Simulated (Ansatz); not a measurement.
CH6F2Si2, SMILES FC[SiH2][SiH2]F, vertical spin-state energies

With the Python package of Ansatz (0.2.0).

`ch6f2si2.xyz`
```text
11

F    -1.81390    1.14710   -0.19370
C    -0.65570    1.27670   -0.82620
Si    0.12360   -0.36920   -0.83540
Si    0.58850   -0.94410    1.36980
F     1.46110    0.12460    2.06660
H    -0.06500    2.05350   -0.30050
H    -0.80600    1.64190   -1.83800
H    -0.64510   -1.37200   -1.52540
H     1.45240   -0.29390   -1.52460
H     1.19520   -2.27580    1.47260
H    -0.76980   -1.04560    2.15530
```

Run as a notebook:

In [1]:
```python
import ansatz as az
```

In [2]:
```python
BASIS = "def2-SVPD"
XC = "pbe0"
```

In [3]:
```python
molecule = az.Crystal.molecule_from_extxyz("ch6f2si2.xyz")
```

In [4]:
```python
model = molecule.calculation().basis(gaussian=BASIS).functional(XC)
found = {}
for unpaired in [0, 2]:
    r = model.spin("collinear", total=unpaired).run(threads=1, backend="cpu").report
    s = unpaired / 2
    found[unpaired] = r["free_energy_ev"]
    print(f"2S+1 = {unpaired + 1}: E = {found[unpaired]:.5f} eV, <S^2> = {abs(r['mean_field']['state']['spin_squared']):.3f} (pure state {s * (s + 1):.2f})")
lowest = min(found, key=found.get)
for unpaired, e in found.items():
    print(f"multiplicity {unpaired + 1}: {96.485332 * (e - found[lowest]):.1f} kJ/mol above the lowest")
```
```text
2S+1 = 1: E = -22301.66131 eV, <S^2> = 0.000 (pure state 0.00)
2S+1 = 3: E = -22296.13054 eV, <S^2> = 2.003 (pure state 2.00)
multiplicity 1: 0.0 kJ/mol above the lowest
multiplicity 3: 533.6 kJ/mol above the lowest
```

In order: multiplicity 1 (+0.00 eV) and multiplicity 3 (+5.53 eV), all at the one geometry.

Notes:
- These settings explore the input space; basis and method may be short of convergence.
- The geometry is a force-field or estimated start, not a minimum of this method, and the basis set is short of its limit. All parts are taken at fixed geometry, without zero-point energy.
- Timing: 36 s on 1 thread of Arm Neoverse V1, on a shared host, peak memory 0.58 GiB.
